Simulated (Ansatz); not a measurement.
# C2H4AlN: two geometries relaxed

Are the two ends of the shift of H6 from N3 to C2 separate minima, and which lies lower? Each is relaxed from a guess. SMILES of the start: C#C[NH][AlH2].

Method: RKS B3LYP-D4/6-31G, in Ansatz 0.2.0.

### 1 The system as given

Bond lengths: C1–C2 1.199 Å, C2–N3 1.351 Å, N3–Al4 1.797 Å, C1–H5 1.046 Å, N3–H6 1.022 Å, Al4–H7 1.540 Å, Al4–H8 1.539 Å. Angles: C1–C2–N3 178.9°, C2–C1–H5 179.1°, C2–N3–Al4 132.5°, C2–N3–H6 110.2°, Al4–N3–H6 117.3°, N3–Al4–H7 125.3°, N3–Al4–H8 115.9°, H7–Al4–H8 118.8°.

Coordinates:

```xyz
8

C     0.2193    2.1008   -0.9324
C     0.3460    1.0779   -0.3198
N     0.4701   -0.0858    0.3545
Al   -0.5551   -1.5603    0.4291
H     0.1164    3.0017   -1.4544
H     1.3237   -0.0789    0.9170
H    -1.8639   -1.7748   -0.3534
H    -0.0566   -2.6804    1.3593
```

### 2 End point A

Contents of input.yaml:

```yaml
crystal:
  periodic: [false, false, false]
  atoms:
    - { symbol: C, position_ang: [0.21934, 2.1008, -0.93236] }
    - { symbol: C, position_ang: [0.34601, 1.0779, -0.31978] }
    - { symbol: "N", position_ang: [0.47009, -0.08585, 0.3545] }
    - { symbol: Al, position_ang: [-0.55514, -1.56035, 0.42909] }
    - { symbol: H, position_ang: [0.11638, 3.00166, -1.45438] }
    - { symbol: H, position_ang: [1.32375, -0.0789, 0.91701] }
    - { symbol: H, position_ang: [-1.86387, -1.77481, -0.35339] }
    - { symbol: H, position_ang: [-0.05656, -2.68045, 1.35932] }
basis:
  gaussian: { orbitals: "6-31G" }
hamiltonian:
  xc: b3lyp
  dispersion: d4
relax:
  f_tol: 0.02
  max_steps: 50
```

Command:

```sh
> ansatz run input.yaml --threads 1 --pin off --max-ram 2048MiB --backend cpu --events-out ev --progress --plain --runs-dir out
```

Standard output:

```text
Warning: RAYON_NUM_THREADS=1 ignored (pool sized by the plan → 1); use --threads N
The last accepted step is kept in <dir> (removed where the run ends without a failure and the disk answers)
Engine: ansatz 0.2.0, x86_64-unknown-linux-gnu
Functional definition: B3LYP
  parameter a0 = 0.2
  parameter ax = 0.72
  parameter ac = 0.81
  exchange = (1 - a0 - ax)*slater_x + ax*b88_x + a0*exact_x
  correlation = (1 - ac)*vwn_rpa_c + ac*lyp_c
701 factors; integrals over basis functions are off by at most 1.4e-4 eV
mean field evaluation 1: about -10216.9667 eV, gradient 5.0e1 eV
mean field evaluation 2: about -10204.9022 eV, gradient 7.9e1 eV
mean field evaluation 4: about -10222.8321 eV, gradient 7.9e0 eV
mean field evaluation 8: about -10222.9872 eV, gradient 4.4e-2 eV
mean field -10222.98717468 eV, -375.6878492799 hartree, gradient 4.8e-5 eV, S^2 0.000000; 0 other end points of the search recorded, 0 dependent functions left out
the calculation of the forces begins
reference -10222.98743088 eV, -375.6878586951 hartree; 18, 18 occupied and 30, 30 virtual orbitals, 701 factors
relax step   1: F+E_penalty+E_count = -10223.20658764 eV  Δ(F+E_penalty+E_count) = +0.000e0 eV  max|allowed force component| = 1.252e0 eV/Å  Δτ_max = 0.0000 Å  (23 SCF iters, accepted)
these checks for a lower state are left out or cut short: starts, cluster_reference, orbital_swaps, neighbouring_geometries, increment
701 factors; integrals over basis functions are off by at most 1.4e-4 eV
mean field evaluation 16: about -10223.1018 eV, gradient 1.4e-2 eV
mean field -10223.10010717 eV, -375.6919994724 hartree, gradient 4.0e-5 eV, S^2 0.000000; 0 other end points of the search recorded, 0 dependent functions left out
the calculation of the forces begins
reference -10223.10036392 eV, -375.6920089076 hartree; 18, 18 occupied and 30, 30 virtual orbitals, 701 factors
relax step   2: F+E_penalty+E_count = -10223.31896258 eV  Δ(F+E_penalty+E_count) = -1.124e-1 eV  max|allowed force component| = 4.583e-1 eV/Å  Δτ_max = 0.1218 Å  (24 SCF iters, accepted)
these checks for a lower state are left out or cut short: starts, cluster_reference, orbital_swaps, neighbouring_geometries, increment
701 factors; integrals over basis functions are off by at most 1.4e-4 eV
mean field -10223.10986299 eV, -375.6923579921 hartree, gradient 4.6e-5 eV, S^2 0.000000; 0 other end points of the search recorded, 0 dependent functions left out
the calculation of the forces begins
reference -10223.11011986 eV, -375.6923674319 hartree; 18, 18 occupied and 30, 30 virtual orbitals, 701 factors
relax step   3: F+E_penalty+E_count = -10223.32893249 eV  Δ(F+E_penalty+E_count) = -9.970e-3 eV  max|allowed force component| = 2.679e-1 eV/Å  Δτ_max = 0.0690 Å  (24 SCF iters, accepted)
these checks for a lower state are left out or cut short: starts, cluster_reference, orbital_swaps, neighbouring_geometries, increment
701 factors; integrals over basis functions are off by at most 1.4e-4 eV
mean field -10223.10778447 eV, -375.6922816080 hartree, gradient 4.3e-5 eV, S^2 0.000000; 0 other end points of the search recorded, 0 dependent functions left out
the calculation of the forces begins
reference -10223.10804147 eV, -375.6922910526 hartree; 18, 18 occupied and 30, 30 virtual orbitals, 701 factors
relax step   4: F+E_penalty+E_count = -10223.32703298 eV  Δ(F+E_penalty+E_count) = +1.900e-3 eV  max|allowed force component| = 2.614e-1 eV/Å  Δτ_max = 0.0507 Å  (24 SCF iters, rejected (line search))
these checks for a lower state are left out or cut short: starts, cluster_reference, orbital_swaps, neighbouring_geometries, increment
701 factors; integrals over basis functions are off by at most 1.4e-4 eV
mean field evaluation 32: about -10223.1136 eV, gradient 3.7e-2 eV
mean field -10223.11360296 eV, -375.6924954336 hartree, gradient 4.3e-5 eV, S^2 0.000000; 0 other end points of the search recorded, 0 dependent functions left out
the calculation of the forces begins
reference -10223.11385987 eV, -375.6925048748 hartree; 18, 18 occupied and 30, 30 virtual orbitals, 701 factors
relax step   5: F+E_penalty+E_count = -10223.33285827 eV  Δ(F+E_penalty+E_count) = -3.926e-3 eV  max|allowed force component| = 1.281e-1 eV/Å  Δτ_max = 0.0246 Å  (24 SCF iters, accepted)
these checks for a lower state are left out or cut short: starts, cluster_reference, orbital_swaps, neighbouring_geometries, increment
701 factors; integrals over basis functions are off by at most 1.4e-4 eV
mean field -10223.11359961 eV, -375.6924953103 hartree, gradient 4.0e-5 eV, S^2 0.000000; 0 other end points of the search recorded, 0 dependent functions left out
the calculation of the forces begins
reference -10223.11385641 eV, -375.6925047477 hartree; 18, 18 occupied and 30, 30 virtual orbitals, 701 factors
relax step   6: F+E_penalty+E_count = -10223.33381535 eV  Δ(F+E_penalty+E_count) = -9.571e-4 eV  max|allowed force component| = 8.317e-2 eV/Å  Δτ_max = 0.0853 Å  (24 SCF iters, accepted)
these checks for a lower state are left out or cut short: starts, cluster_reference, orbital_swaps, neighbouring_geometries, increment
701 factors; integrals over basis functions are off by at most 1.4e-4 eV
mean field -10223.11503407 eV, -375.6925480258 hartree, gradient 4.4e-5 eV, S^2 0.000000; 0 other end points of the search recorded, 0 dependent functions left out
the calculation of the forces begins
reference -10223.11529090 eV, -375.6925574642 hartree; 18, 18 occupied and 30, 30 virtual orbitals, 701 factors
relax step   7: F+E_penalty+E_count = -10223.33542454 eV  Δ(F+E_penalty+E_count) = -1.609e-3 eV  max|allowed force component| = 1.985e-2 eV/Å  Δτ_max = 0.0203 Å  (23 SCF iters, accepted)
701 factors; integrals over basis functions are off by at most 1.4e-4 eV
mean field -10223.11503407 eV, -375.6925480258 hartree, gradient 4.4e-5 eV, S^2 0.000000; 1 other end points of the search recorded, 0 dependent functions left out
the calculation of the forces begins
reference -10223.11529090 eV, -375.6925574642 hartree; 18, 18 occupied and 30, 30 virtual orbitals, 701 factors
Total energy: -10223.33568137 eV, -375.7006566645 hartree
Atom 0 at     0.165618     2.052234    -0.943691 Å, force     0.004704    -0.002968     0.004940 eV/Å
Atom 1 at     0.352569     1.039841    -0.297207 Å, force    -0.000888     0.019850    -0.011138 eV/Å
Atom 2 at     0.539754    -0.100311     0.415056 Å, force    -0.013412    -0.016223    -0.000579 eV/Å
Atom 3 at    -0.551816    -1.563922     0.432480 Å, force     0.005018     0.007959    -0.000711 eV/Å
Atom 4 at     0.003322     2.937644    -1.508115 Å, force    -0.001546     0.000580    -0.001433 eV/Å
Atom 5 at     1.382501    -0.103455     0.984239 Å, force     0.006195    -0.001695     0.005136 eV/Å
Atom 6 at    -1.861814    -1.529476    -0.467772 Å, force    -0.002912    -0.001359    -0.001203 eV/Å
Atom 7 at    -0.030134    -2.732556     1.385020 Å, force     0.002842    -0.006144     0.004988 eV/Å
Dipole moment:     0.111069    -0.152304     0.153150 e Å
```

Wall time 25 s (1 thread of Intel Xeon Platinum 8259CL at 2.50GHz (Skylake/Cascade Lake), shared host); peak memory 0.19 GiB.

Relaxation path:

```
step  energy from step 1 (eV)  largest force component (eV/Å)
   1                   0.0000                          1.2522
   2                  -0.1124                          0.4583
   3                  -0.1223                          0.2679
  4x                  -0.1204                          0.2614
   5                  -0.1263                          0.1281
   6                  -0.1272                          0.0832
   7                  -0.1288                          0.0198
```

Step 1 is the start. 1 step was tried and not accepted (marked x).

After: Bond lengths: C1–C2 1.216 Å, C2–N3 1.357 Å, N3–Al4 1.826 Å, C1–H5 1.062 Å, N3–H6 1.017 Å, Al4–H7 1.590 Å, Al4–H8 1.595 Å. Angles: C1–C2–N3 178.9°, C2–C1–H5 179.9°, C2–N3–Al4 126.6°, C2–N3–H6 114.2°, Al4–N3–H6 119.2°, N3–Al4–H7 118.0°, N3–Al4–H8 113.4°, H7–Al4–H8 128.6°.

### 3 End point B

The second end starts from a geometry with the move made by hand.

Edit input.yaml of step 2 so:

```diff
@@ -8,3 +8,3 @@
     - { symbol: H, position_ang: [0.11638, 3.00166, -1.45438] }
-    - { symbol: H, position_ang: [1.32375, -0.0789, 0.91701] }
+    - { symbol: H, position_ang: [1.12882, 1.18512, 0.4311] }
     - { symbol: H, position_ang: [-1.86387, -1.77481, -0.35339] }
```

Command:

```sh
> ansatz run input.yaml --threads 1 --pin off --max-ram 2048MiB --backend cpu --events-out ev --progress --plain --runs-dir out
```

Standard output:

```text
Warning: RAYON_NUM_THREADS=1 ignored (pool sized by the plan → 1); use --threads N
[... 8 set-up lines as earlier in the session ...]
701 factors; integrals over basis functions are off by at most 1.9e-4 eV
mean field evaluation 1: about -10212.6972 eV, gradient 5.1e1 eV
mean field evaluation 2: about -10186.6867 eV, gradient 1.1e2 eV
mean field evaluation 4: about -10218.5771 eV, gradient 1.1e1 eV
mean field evaluation 8: about -10218.9345 eV, gradient 1.6e-1 eV
mean field evaluation 16: about -10218.9346 eV, gradient 6.7e-6 eV
mean field -10218.93460454 eV, -375.5389200742 hartree, gradient 6.7e-6 eV, S^2 0.000000; 0 other end points of the search recorded, 0 dependent functions left out
the calculation of the forces begins
reference -10218.93486106 eV, -375.5389295011 hartree; 18, 18 occupied and 30, 30 virtual orbitals, 701 factors
relax step   1: F+E_penalty+E_count = -10219.15517270 eV  Δ(F+E_penalty+E_count) = +0.000e0 eV  max|allowed force component| = 4.309e0 eV/Å  Δτ_max = 0.0000 Å  (26 SCF iters, accepted)
these checks for a lower state are left out or cut short: starts, cluster_reference, orbital_swaps, neighbouring_geometries, increment
701 factors; integrals over basis functions are off by at most 2.1e-4 eV
mean field -10219.34525480 eV, -375.5540111931 hartree, gradient 2.5e-5 eV, S^2 0.000000; 0 other end points of the search recorded, 0 dependent functions left out
the calculation of the forces begins
reference -10219.34551268 eV, -375.5540206699 hartree; 18, 18 occupied and 30, 30 virtual orbitals, 701 factors
relax step   2: F+E_penalty+E_count = -10219.56310696 eV  Δ(F+E_penalty+E_count) = -4.079e-1 eV  max|allowed force component| = 1.244e0 eV/Å  Δτ_max = 0.1093 Å  (30 SCF iters, accepted)
these checks for a lower state are left out or cut short: starts, cluster_reference, orbital_swaps, neighbouring_geometries, increment
701 factors; integrals over basis functions are off by at most 2.2e-4 eV
mean field -10219.51557387 eV, -375.5602703033 hartree, gradient 8.4e-6 eV, S^2 0.000000; 0 other end points of the search recorded, 0 dependent functions left out
the calculation of the forces begins
reference -10219.51583224 eV, -375.5602797980 hartree; 18, 18 occupied and 30, 30 virtual orbitals, 701 factors
relax step   3: F+E_penalty+E_count = -10219.73176392 eV  Δ(F+E_penalty+E_count) = -1.687e-1 eV  max|allowed force component| = 1.474e0 eV/Å  Δτ_max = 0.0861 Å  (32 SCF iters, accepted)
these checks for a lower state are left out or cut short: starts, cluster_reference, orbital_swaps, neighbouring_geometries, increment
701 factors; integrals over basis functions are off by at most 2.2e-4 eV
mean field evaluation 32: about -10220.0682 eV, gradient 5.0e-1 eV
mean field -10220.07118440 eV, -375.5806886137 hartree, gradient 3.8e-5 eV, S^2 0.000000; 0 other end points of the search recorded, 0 dependent functions left out
the calculation of the forces begins
reference -10220.07144231 eV, -375.5806980918 hartree; 18, 18 occupied and 30, 30 virtual orbitals, 701 factors
relax step   4: F+E_penalty+E_count = -10220.28380106 eV  Δ(F+E_penalty+E_count) = -5.520e-1 eV  max|allowed force component| = 3.727e0 eV/Å  Δτ_max = 0.1949 Å  (32 SCF iters, accepted)
these checks for a lower state are left out or cut short: starts, cluster_reference, orbital_swaps, neighbouring_geometries, increment
701 factors; integrals over basis functions are off by at most 1.8e-4 eV
mean field -10221.11510985 eV, -375.6190521663 hartree, gradient 8.0e-6 eV, S^2 0.000000; 0 other end points of the search recorded, 0 dependent functions left out
the calculation of the forces begins
reference -10221.11536768 eV, -375.6190616413 hartree; 18, 18 occupied and 30, 30 virtual orbitals, 701 factors
relax step   5: F+E_penalty+E_count = -10221.32751965 eV  Δ(F+E_penalty+E_count) = -1.044e0 eV  max|allowed force component| = 4.151e0 eV/Å  Δτ_max = 0.1947 Å  (29 SCF iters, accepted)
these checks for a lower state are left out or cut short: starts, cluster_reference, orbital_swaps, neighbouring_geometries, increment
701 factors; integrals over basis functions are off by at most 1.5e-4 eV
mean field -10222.11745171 eV, -375.6558875504 hartree, gradient 2.0e-5 eV, S^2 0.000000; 0 other end points of the search recorded, 0 dependent functions left out
the calculation of the forces begins
reference -10222.11771054 eV, -375.6558970622 hartree; 18, 18 occupied and 30, 30 virtual orbitals, 701 factors
relax step   6: F+E_penalty+E_count = -10222.32950915 eV  Δ(F+E_penalty+E_count) = -1.002e0 eV  max|allowed force component| = 2.932e0 eV/Å  Δτ_max = 0.1948 Å  (28 SCF iters, accepted)
these checks for a lower state are left out or cut short: starts, cluster_reference, orbital_swaps, neighbouring_geometries, increment
701 factors; integrals over basis functions are off by at most 1.5e-4 eV
mean field -10222.81457210 eV, -375.6815062521 hartree, gradient 1.4e-5 eV, S^2 0.000000; 0 other end points of the search recorded, 0 dependent functions left out
the calculation of the forces begins
reference -10222.81482957 eV, -375.6815157139 hartree; 18, 18 occupied and 30, 30 virtual orbitals, 701 factors
relax step   7: F+E_penalty+E_count = -10223.03070084 eV  Δ(F+E_penalty+E_count) = -7.012e-1 eV  max|allowed force component| = 1.675e0 eV/Å  Δτ_max = 0.1996 Å  (28 SCF iters, accepted)
these checks for a lower state are left out or cut short: starts, cluster_reference, orbital_swaps, neighbouring_geometries, increment
701 factors; integrals over basis functions are off by at most 1.4e-4 eV
mean field evaluation 64: about -10223.0459 eV, gradient 2.1e-5 eV
mean field -10223.04587076 eV, -375.6900063211 hartree, gradient 2.1e-5 eV, S^2 0.000000; 0 other end points of the search recorded, 0 dependent functions left out
the calculation of the forces begins
reference -10223.04612798 eV, -375.6900157737 hartree; 18, 18 occupied and 30, 30 virtual orbitals, 701 factors
relax step   8: F+E_penalty+E_count = -10223.26279689 eV  Δ(F+E_penalty+E_count) = -2.321e-1 eV  max|allowed force component| = 5.860e-1 eV/Å  Δτ_max = 0.2000 Å  (27 SCF iters, accepted)
these checks for a lower state are left out or cut short: starts, cluster_reference, orbital_swaps, neighbouring_geometries, increment
701 factors; integrals over basis functions are off by at most 1.4e-4 eV
mean field -10223.09248700 eV, -375.6917194362 hartree, gradient 5.3e-5 eV, S^2 0.000000; 0 other end points of the search recorded, 0 dependent functions left out
the calculation of the forces begins
reference -10223.09274337 eV, -375.6917288577 hartree; 18, 18 occupied and 30, 30 virtual orbitals, 701 factors
relax step   9: F+E_penalty+E_count = -10223.31217434 eV  Δ(F+E_penalty+E_count) = -4.938e-2 eV  max|allowed force component| = 5.849e-1 eV/Å  Δτ_max = 0.1298 Å  (24 SCF iters, accepted)
these checks for a lower state are left out or cut short: starts, cluster_reference, orbital_swaps, neighbouring_geometries, increment
701 factors; integrals over basis functions are off by at most 1.4e-4 eV
mean field -10223.10840812 eV, -375.6923045268 hartree, gradient 4.3e-5 eV, S^2 0.000000; 0 other end points of the search recorded, 0 dependent functions left out
the calculation of the forces begins
reference -10223.10866453 eV, -375.6923139496 hartree; 18, 18 occupied and 30, 30 virtual orbitals, 701 factors
relax step  10: F+E_penalty+E_count = -10223.32842700 eV  Δ(F+E_penalty+E_count) = -1.625e-2 eV  max|allowed force component| = 3.503e-1 eV/Å  Δτ_max = 0.0980 Å  (24 SCF iters, accepted)
these checks for a lower state are left out or cut short: starts, cluster_reference, orbital_swaps, neighbouring_geometries, increment
701 factors; integrals over basis functions are off by at most 1.4e-4 eV
mean field -10223.11480638 eV, -375.6925396583 hartree, gradient 3.9e-5 eV, S^2 0.000000; 0 other end points of the search recorded, 0 dependent functions left out
the calculation of the forces begins
reference -10223.11506244 eV, -375.6925490685 hartree; 18, 18 occupied and 30, 30 virtual orbitals, 701 factors
relax step  11: F+E_penalty+E_count = -10223.33520032 eV  Δ(F+E_penalty+E_count) = -6.773e-3 eV  max|allowed force component| = 6.989e-2 eV/Å  Δτ_max = 0.0411 Å  (24 SCF iters, accepted)
these checks for a lower state are left out or cut short: starts, cluster_reference, orbital_swaps, neighbouring_geometries, increment
701 factors; integrals over basis functions are off by at most 1.4e-4 eV
mean field -10223.11515730 eV, -375.6925525544 hartree, gradient 4.5e-5 eV, S^2 0.000000; 0 other end points of the search recorded, 0 dependent functions left out
the calculation of the forces begins
reference -10223.11541341 eV, -375.6925619662 hartree; 18, 18 occupied and 30, 30 virtual orbitals, 701 factors
relax step  12: F+E_penalty+E_count = -10223.33545206 eV  Δ(F+E_penalty+E_count) = -2.517e-4 eV  max|allowed force component| = 8.739e-3 eV/Å  Δτ_max = 0.0063 Å  (25 SCF iters, accepted)
701 factors; integrals over basis functions are off by at most 1.4e-4 eV
mean field evaluation 96: about -10223.1152 eV, gradient 1.2e-3 eV
mean field -10223.11515730 eV, -375.6925525544 hartree, gradient 4.5e-5 eV, S^2 0.000000; 1 other end points of the search recorded, 0 dependent functions left out
the calculation of the forces begins
reference -10223.11541341 eV, -375.6925619662 hartree; 18, 18 occupied and 30, 30 virtual orbitals, 701 factors
Total energy: -10223.33570817 eV, -375.7006576494 hartree
Atom 0 at     0.063422     2.183777    -1.073827 Å, force    -0.001529     0.000322     0.000037 eV/Å
Atom 1 at     0.280338     1.206196    -0.384687 Å, force     0.002969    -0.002087     0.002325 eV/Å
Atom 2 at     0.503113     0.103532     0.375386 Å, force    -0.002969    -0.008739     0.003253 eV/Å
Atom 3 at    -0.504309    -1.419241     0.410083 Å, force     0.007384     0.006286     0.001712 eV/Å
Atom 4 at    -0.127363     3.038078    -1.675959 Å, force     0.000727     0.002699    -0.001599 eV/Å
Atom 5 at     1.323058     0.168020     0.974201 Å, force    -0.006997    -0.000793    -0.005121 eV/Å
Atom 6 at    -1.780515    -1.495052    -0.535371 Å, force    -0.000563     0.000942    -0.000681 eV/Å
Atom 7 at     0.047327    -2.521290     1.424274 Å, force     0.000978     0.001371     0.000074 eV/Å
Dipole moment:     0.113119    -0.139421     0.162144 e Å
```

It took 44 s on 1 thread of Intel Xeon Platinum 8259CL at 2.50GHz (Skylake/Cascade Lake), shared host; peak memory 0.18 GiB.

The steps of the relaxation:

```
step  energy from step 1 (eV)  largest force component (eV/Å)
   1                   0.0000                          4.3086
   2                  -0.4079                          1.2441
   3                  -0.5766                          1.4741
   4                  -1.1286                          3.7268
   5                  -2.1723                          4.1505
   6                  -3.1743                          2.9322
   7                  -3.8755                          1.6754
   8                  -4.1076                          0.5860
   9                  -4.1570                          0.5849
  10                  -4.1733                          0.3503
  11                  -4.1800                          0.0699
  12                  -4.1803                          0.0087
```

Step 1 is the start.

After: Bond lengths: C1–C2 1.216 Å, C2–N3 1.358 Å, N3–Al4 1.826 Å, C1–H5 1.062 Å, N3–H6 1.017 Å, Al4–H7 1.590 Å, Al4–H8 1.596 Å. Angles: C1–C2–N3 179.0°, C2–C1–H5 179.9°, C2–N3–Al4 126.7°, C2–N3–H6 114.2°, Al4–N3–H6 119.1°, N3–Al4–H7 118.1°, N3–Al4–H8 113.4°, H7–Al4–H8 128.5°.

Pairs that crossed the distance rule for bonds on the way: came closer N3–H6; moved apart C2–H6.

### 4 What came out

```
                           quantity                     value
                              end A   5 moves, 0.129 eV lower
                              end B  11 moves, 4.180 eV lower
largest difference between the ends                    0.00 Å
            end B relative to end A                 -0.000 eV
```

In words: The two relaxations end at one structure, within 0.00 Å: no second minimum was found from this start, which doesn't rule one out. The basis is very small, so the numbers are rough.
